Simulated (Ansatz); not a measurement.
# C₃HN₃Sn: up Jacob's ladder to CCSD(T)

How much do the methods differ for C₃HN₃Sn? The plan is to run it at one geometry with functionals of several rungs and with coupled cluster. The yardstick is the atomisation energy at the CCSD(T) limit.

Program: Ansatz 0.2.0, Gaussian basis. Level of theory: functionals in def2-TZVPP, the program's frozen cores in correlated methods. These are calculated values, not measurements.

The runs, in order: LDA (SPW92), PBE-D4, revPBE-D4, BLYP-D4, r2SCAN-D4, B97M-V, PBE0-D4, B3LYP-D4, r2SCANh-D4, r2SCAN0-D4, HSE06-D4, BHLYP-D4, CAM-B3LYP-D4, LC-ωPBE, ωB97X-V, ωB97M-V, B2PLYP, PBE-QIDH; CCSD(T)/def2-SVP; CCSD(T)/def2-TZVPP; MP2/def2-QZVPP; extrapolation to the limit; RPA on PBE.

## 1. Structure used throughout

An earlier PBE0-D4 in a triple-zeta def2 set relaxation fixed the geometry. Sn takes the def2 core potential; no spin-orbit term is included.

8 atoms, charge 0, spin multiplicity 1.

Atoms are counted from 1 here; the program's logs count them from 0.

Bond lengths: N1–C2 1.151 Å, C2–Sn3 2.085 Å, Sn3–C4 2.085 Å, Sn3–C6 2.085 Å, Sn3–H8 1.681 Å, C4–N5 1.151 Å, C6–N7 1.151 Å. Angles: N1–C2–Sn3 178.3°, C2–Sn3–C4 106.7°, C2–Sn3–C6 106.7°, C2–Sn3–H8 112.1°, C4–Sn3–C6 106.7°, C4–Sn3–H8 112.1°, C6–Sn3–H8 112.1°, Sn3–C4–N5 178.3°, Sn3–C6–N7 178.3°.

## 2. LDA

This LDA is Slater exchange with PW92 correlation.

Input file in.yaml:

```yaml
crystal:
  periodic: [false, false, false]
  atoms:
    - {symbol: N, position_ang: [2.368333, -1.794104, 0.858420]}
    - {symbol: C, position_ang: [1.394216, -1.229273, 0.619300]}
    - {symbol: Sn, position_ang: [-0.401626, -0.248224, 0.218602]}
    - {symbol: C, position_ang: [-0.584759, -0.155895, -1.856487]}
    - {symbol: N, position_ang: [-0.717206, -0.120259, -2.999426]}
    - {symbol: C, position_ang: [-0.175385, 1.713427, 0.888554]}
    - {symbol: N, position_ang: [-0.076468, 2.791681, 1.279325]}
    - {symbol: H, position_ang: [-1.714908, -1.014455, 0.935910]}
basis:
  gaussian: {orbitals: def2-TZVPP}
hamiltonian: {xc: lda}
output: {orbitals: {seedname: orbitals}}
```

The run is started by

```console
ansatz run in.yaml --threads 4 --pin off --events-out ev --progress --plain --max-ram 10444MiB
```

After this run come: PBE-D4 (GGA); revPBE-D4 (GGA); BLYP-D4 (GGA); r2SCAN-D4 (meta-GGA); B97M-V (meta-GGA); B3LYP-D4 (hybrid); r2SCANh-D4 (hybrid); r2SCAN0-D4 (hybrid); HSE06-D4 (hybrid); BHLYP-D4 (hybrid); CAM-B3LYP-D4 (range-separated); LC-ωPBE (range-separated); ωB97X-V (range-separated); ωB97M-V (range-separated); B2PLYP (double hybrid); PBE-QIDH (double hybrid); CCSD(T) in def2-SVP; CCSD(T) in def2-TZVPP; MP2 in def2-QZVPP; RPA on PBE orbitals.

Before running them: what should the planned runs give, taken together? Wanted: atomisation energy, CCSD(T)/CBS; farthest beyond LDA; mean size of error, GGA; mean size of error, meta-GGA; mean size of error, hybrid; mean size of error, range-separated; mean size of error, double hybrid; gap, smallest and largest; T1 diagnostic.

The runs gave:

| quantity | value |
| --- | --- |
| atomisation energy, CCSD(T)/CBS | 37.592 eV |
| functionals within 0.376 eV (1.0 %) | B97M-V, PBE0-D4, B3LYP-D4, HSE06-D4, CAM-B3LYP-D4, LC-ωPBE, ωB97X-V, ωB97M-V, B2PLYP |
| farthest beyond LDA | BHLYP-D4 (-2.560 eV) |
| mean size of error, GGA | 1.086 eV |
| mean size of error, meta-GGA | 0.295 eV |
| mean size of error, hybrid | 0.989 eV |
| mean size of error, range-separated | 0.119 eV |
| mean size of error, double hybrid | 0.380 eV |
| gap, smallest and largest | 6.15 eV (LDA (SPW92)), 13.73 eV (LC-ωPBE) |
| T1 diagnostic | 0.0151 |
| triples share of the correlation energy | 4.8 % |

**Reading.** The LDA atomisation energy is off by 6.579 eV (18 %): it overbinds. PBE-D4 misses by +1.940 eV. Double hybrids carry the basis error of their MP2 part in triple zeta, and no dispersion term here, so their miss is partly the set-up's. The rungs range-separated, meta-GGA miss on average by less than the doubt on the reference (0.376 eV), so they tie. Misses under about 0.376 eV are within the doubt on the reference itself, which lacks core-valence correlation, spin-orbit coupling and higher excitations, and its outer-core shells are covered unevenly. All levels share the lack of spin-orbit coupling, which lowers the free heavy atoms and so the true binding. Hartree-Fock recovers 60 % of the binding; the rest is correlation. CCSD(T) in def2-SVP is off by -2.621 eV, so the small basis spoils what the method gains. Orbital gaps span 6.1 to 13.7 eV; exact exchange widens them. Correlated methods include outer-core shells of Sn, which these sets cover unevenly.
